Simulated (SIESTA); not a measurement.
# In3SbTe2 in SIESTA: the effect of strain zz

The system is In3SbTe2.

```
Te Sb In
1.0
     4.42810    0.00000    0.00000
    -2.21405    3.83484    0.00000
     0.00000    0.00000   10.32619
Te Sb In
2 1 3
Direct
  0.66667 0.33333 0.32831
  0.33333 0.66667 0.67169
  0.00000 0.00000 0.00000
  0.66667 0.33333 0.84307
  0.33333 0.66667 0.15693
  0.00000 0.00000 0.50000
```

The cell comes from a database or a generator and needn't be the stable form of this composition.

The cell isn't the ideal one: cell strained along z.

Alike in all runs:

* Program: SIESTA 5.4.2
* Task: band structure
* Functional: PBEsol
* Potentials or basis: PseudoDojo 0.4 standard (PBEsol files)
* Basis: DZP (energy shift 0.003 Ry; two zetas on semicore shells)
* Grid cutoff: 500 Ry
* Energy shift: 0.003 Ry
* k mesh: 7 × 7 × 3
* Occupations: fermi-dirac, width 0.05 eV
* Spin: no spin polarisation

```tsv
strain zz	pressure (GPa)	largest force (eV/Å)
-0.04	-0.5	0.20
-0.02	-1.5	0.21
0	-2.3	0.20
0.02	?	?
0.04	-3.6	0.13
```

Problem. What does the run with strain zz 0.02 give?

Solution. Pressure -3.0 GPa; largest force 0.16 eV/Å.

Worked out: A parabola through the other rows of the pressure, of slope -32 GPa per unit of strain zz there, gives -3.0 GPa, against the run's -3.0. A parabola through the other rows of the largest force, of slope -1.77 eV/Å per unit of strain zz there, gives 0.17 eV/Å, against the run's 0.16.

Caveats: the basis of atomic orbitals isn't converged, which shifts pressures, moduli and gaps.
